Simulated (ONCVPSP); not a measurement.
# Pseudopotential generation for Mg: ONCV, PBEsol

Task: generate the file, and judge it by its errors in other configurations, its logarithmic derivatives, its ghosts and its cutoff.

Program: ONCVPSP 4.0.1.1 (patched build). Reference atom: PBEsol, scalar-relativistic, spherical and spin-unpolarised. All values are calculated.

## (1) Starting point

The settings as typed:

```
element                 : magnesium (Mg, Z = 12)
type                    : optimised norm-conserving Vanderbilt (ONCV)
frozen core             : [He]
valence charge          : 10
reference configuration : 2s2 2p6 3s2
partial waves           : 2s+3s: rc 1.25 bohr, ncon 4, nbas 7, qcut 11.6 1/bohr, 2 projectors; 2p: rc 0.65 bohr, ncon 4, nbas 8, qcut 17.5 1/bohr, 2 projectors, debl 3.6 Ha; d scattering state at 0.44 Ha: rc 1.10 bohr, ncon 3, nbas 7, qcut 7.9 1/bohr, 2 projectors, debl 0.7 Ha
local potential         : polynomial inside 0.50 bohr (lpopt 5, dvloc0 2 Ha)
core correction         : not asked for
```

## (2) Generating the potential

The input, Mg.dat:

```
# ATOM AND REFERENCE CONFIGURATION
# atsym  z   nc   nv     iexc    psfile
  Mg 12.00    1    3  -116133      upf
#
#   n    l    f
    1    0    2.00
    2    0    2.00
    2    1    6.00
    3    0    2.00
#
# PSEUDOPOTENTIAL AND OPTIMIZATION
# lmax
    2
#
#   l,   rc,      ep,       ncon, nbas, qcut
    0    1.25    0.00    4    7   11.60
    1    0.65    0.00    4    8   17.50
    2    1.10    0.44    3    7    7.90
#
# LOCAL POTENTIAL
# lloc, lpopt,  rc(5),   dvloc0
    4    5    0.50    2.00
#
# VANDERBILT-KLEINMAN-BYLANDER PROJECTORs
# l, nproj, debl
    0    2    0.40
    1    2    3.60
    2    2    0.70
#
# MODEL CORE CHARGE
# icmod, fcfact, rcfact
    0    0.00    0.00
#
# LOG DERIVATIVE ANALYSIS
# epsh1, epsh2, depsh
   -4.00    5.00    0.02
#
# OUTPUT GRID
# rlmax, drl
    6.00    0.01
#
# TEST CONFIGURATIONS
# ncnf
    4
# nvcnf
#   n    l    f
    3
    2    0    2.00
    2    1    6.00
    3    0    1.00
#
    3
    2    0    2.00
    2    1    6.00
    3    0    0.00
#
    3
    2    0    2.00
    2    1    6.00
    3    0    1.50
#
    3
    2    0    2.00
    2    1    5.00
    3    0    2.00
#
```

Command:

```
$ oncvpsp.x < Mg.dat > Mg.out
```

Before running it: what results should come out? Wanted: cutoffs for 1 and 0.1 mHa per electron, occupied waves; bound ghosts; GHOST(+) flags; largest test error; largest phase difference near zero energy, channels read.

As calculated:

| quantity | value |
| --- | --- |
| cutoffs for 1 and 0.1 mHa per electron, occupied waves | 132 Ha and 159 Ha |
| bound ghosts | none found |
| GHOST(+) flags | none at low energy |
| largest test error (AE − PS) | +47 meV, for 2s2 2p5 3s2 |
| largest phase difference near zero energy, channels read | 0.000 rad |

**Reading.** By total energies transferability is fair: the largest error is 47 meV on 58.5 eV, for 2s2 2p5 3s2. That test lies far up in energy; among those under 40 eV, nearer to bonding, the largest error is 0.6 meV. By its cutoff, 132 Ha for the looser tolerance, it is very hard. At the looser tolerance the 2p wave is the slowest; 2s needs 21 Ha. No bound ghost shows below the valence levels. Near zero energy the phases of the channels with partial waves agree within 0.001 rad. All of this concerns the isolated atom, not yet a solid.
